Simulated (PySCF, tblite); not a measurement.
# C₅H₉ClO₂Si: geometry, infrared bands and NMR shifts

What infrared bands and NMR shifts should C₅H₉ClO₂Si (`C[C@@H](Cl)/C(C=O)=C/O[SiH3]`) show?

Computed with tblite 0.8.0 and PySCF 2.14.0, with density-fitted response routines of our own, on a single molecule in the gas phase. Atoms are numbered from 0 throughout.

**1. The starting structure**

18 atoms, charge 0, multiplicity 1; geometry from: force field or distance geometry start.

Bonds of the start (Å): C0–C1 1.51, C1–Cl2 1.76, C1–C3 1.48, C3–C4 1.46, C4–O5 1.24, C3–C6 1.32, C6–O7 1.40, O7–Si8 1.73, C0–H9 1.13, C0–H10 1.13, C0–H11 1.09, C1–H12 1.10, C4–H13 1.09, C6–H14 1.08, Si8–H15 1.47, Si8–H16 1.46, Si8–H17 1.47.

**2. Relaxing the molecule with GFN2-xTB**

What the job is given:

```
{"job": {"kind": "relax", "xc": "GFN2-xTB", "basis": "xTB"}, "charge": 0, "multiplicity": 1}
C     -2.275700    -0.933200     0.322600
C     -1.794000     0.043900    -0.717900
Cl    -2.849900     1.449600    -0.703600
C     -0.387400     0.476600    -0.521200
C      0.141800     1.421500    -1.497000
O      1.312400     1.830200    -1.407600
C      0.386200     0.058000     0.467000
O      1.703700     0.495200     0.612800
Si     3.037600    -0.376800    -0.050700
H     -2.539200    -0.315500     1.236100
H     -3.273000    -1.371200     0.011500
H     -1.572700    -1.733900     0.535100
H     -1.874200    -0.418600    -1.708400
H     -0.463800     1.780500    -2.326000
H      0.022300    -0.632600     1.211100
H      3.769300    -1.084300     1.008400
H      2.677900    -1.293600    -1.122900
H      3.970000     0.610500    -0.625700
```

Launch:

```sh
OMP_NUM_THREADS=1 python probes_run.py task.json out
```

The driver reads the jobs from task.json and runs them one after another.

**Question.** This job is followed by: GFN2-xTB harmonic vibrations, gas phase; GIAO PBE0/pcSseg-1 NMR shielding, non-relativistic, gas phase. Predict these results of the whole session: strongest single infrared mode (GFN2-xTB); zero-point energy (GFN2-xTB); ¹³C shifts against TMS (PBE0/pcSseg-1); ¹H shifts against TMS (PBE0/pcSseg-1, means over atoms taken as alike); ³⁵Cl shifts against HCl (PBE0/pcSseg-1); ¹⁷O shifts against H2O (PBE0/pcSseg-1); ²⁹Si shifts against TMS (PBE0/pcSseg-1).

**Answer**, as computed:

```
                                                              quantity                                value
                             strongest single infrared mode (GFN2-xTB)                1709 cm⁻¹, 498 km/mol
                                          zero-point energy (GFN2-xTB)                        78.8 kcal/mol
                                ¹³C shifts against TMS (PBE0/pcSseg-1)  194.6, 177.4, 126.2, 59.8, 33.4 ppm
¹H shifts against TMS (PBE0/pcSseg-1, means over atoms taken as alike)     9.01, 7.66, 5.43, 4.51, 1.60 ppm
                               ³⁵Cl shifts against HCl (PBE0/pcSseg-1)                              240 ppm
                                ¹⁷O shifts against H2O (PBE0/pcSseg-1)                     544.5, 155.8 ppm
                               ²⁹Si shifts against TMS (PBE0/pcSseg-1)                            -46.1 ppm
```

**Reading.** Relaxing lowered the energy by 1.021 eV in 185 steps; the close pair that moved most is C6–O7, from 1.396 to 1.289 Å. No mode is imaginary among the 48: a minimum at this level. The strongest single mode, at 1709 cm⁻¹, moves mainly C4 and O5. GFN2-xTB is a fitted tight-binding method: band positions and strengths are rough. Its intensities can rank the bands wrongly. The most deshielded carbon is C4 (aldehyde carbonyl carbon), at 194.6 ppm: the double bond to the heteroatom, with no lone-pair donor beside it, deshields it most. H13 (hydrogen on an aldehyde carbonyl carbon) lies farthest downfield among hydrogen, at 9.01 ppm; the C=O anisotropy and electron withdrawal place aldehyde protons far downfield. At PBE0/pcSseg-1: The largest span, 982 ppm, is at O5, where the paramagnetic term is -613 ppm.
